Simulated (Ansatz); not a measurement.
I need a rigid scan of one bond angle of H₅NO₂Si, SMILES N[SiH](O)O. Use Ansatz 0.2.0 through its Python package. Use (for the species named): PBE0, 6-31G* basis, multiplicity 1.

| atom | x (Å) | y (Å) | z (Å) |
| --- | --- | --- | --- |
| N | -1.1541 | 0.1419 | -0.0451 |
| Si | 0.4677 | 0.2768 | -0.1130 |
| O | 0.8626 | -0.8913 | -1.1856 |
| O | 0.9805 | -0.1227 | 1.4069 |
| H | -1.5550 | 1.0480 | 0.3180 |
| H | -1.5356 | 0.1904 | -1.0197 |
| H | 0.9103 | 1.6311 | -0.5150 |
| H | 0.9118 | -1.7727 | -0.8150 |
| H | 0.2003 | -0.5478 | 1.9513 |

`bend.py`
```python
'''Bending curve of H5NO2Si.'''

import ansatz as az
from ase import Atoms

BASIS_SET = '6-31G*'
FUNCTIONAL = 'pbe0'
FMAX = 0.02

atoms = Atoms(['N', 'Si', 'O', 'O', 'H', 'H', 'H', 'H', 'H'], positions=[
    (-1.1541, 0.1419, -0.0451),
    (0.4677, 0.2768, -0.113),
    (0.8626, -0.8913, -1.1856),
    (0.9805, -0.1227, 1.4069),
    (-1.555, 1.048, 0.318),
    (-1.5356, 0.1904, -1.0197),
    (0.9103, 1.6311, -0.515),
    (0.9118, -1.7727, -0.815),
    (0.2003, -0.5478, 1.9513),
])

# relax first, so that the scan starts from a minimum
first = (
    az.Crystal.molecule_from_ase(atoms).calculation()
    .basis(gaussian=BASIS_SET)
    .functional(FUNCTIONAL)
    .relax(force_tolerance=FMAX, max_steps=80)
)
atoms.positions = first.run(threads=1).report['positions_ang']

rows = []
for angle in [85, 95, 105, 115, 125, 140, 160]:
    bent = atoms.copy()
    bent.set_angle(1, 3, 8, angle, indices=[8])
    base = az.Crystal.molecule_from_ase(bent).calculation().basis(gaussian=BASIS_SET).functional(FUNCTIONAL)
    rows.append((angle, base.run(threads=1).report['free_energy_ev']))
floor = min(e for _, e in rows)
for angle, e in rows:
    print(f'angle Si1-O3-H8 = {angle:3d} deg   {1000 * (e - floor):9.1f} meV')
```

Running `python bend.py` prints:
```text
angle Si1-O3-H8 =  85 deg       423.4 meV
angle Si1-O3-H8 =  95 deg       167.1 meV
angle Si1-O3-H8 = 105 deg        36.2 meV
angle Si1-O3-H8 = 115 deg         0.0 meV
angle Si1-O3-H8 = 125 deg        34.3 meV
angle Si1-O3-H8 = 140 deg       167.5 meV
angle Si1-O3-H8 = 160 deg       377.8 meV
```

The scan is rigid, and the energies are electronic, in a modest basis. The zero is the lowest point of the grid, which needn't be the minimum. It ran for 44 s on 1 thread of Arm Neoverse V1 (shared host), peak memory 0.22 GiB.
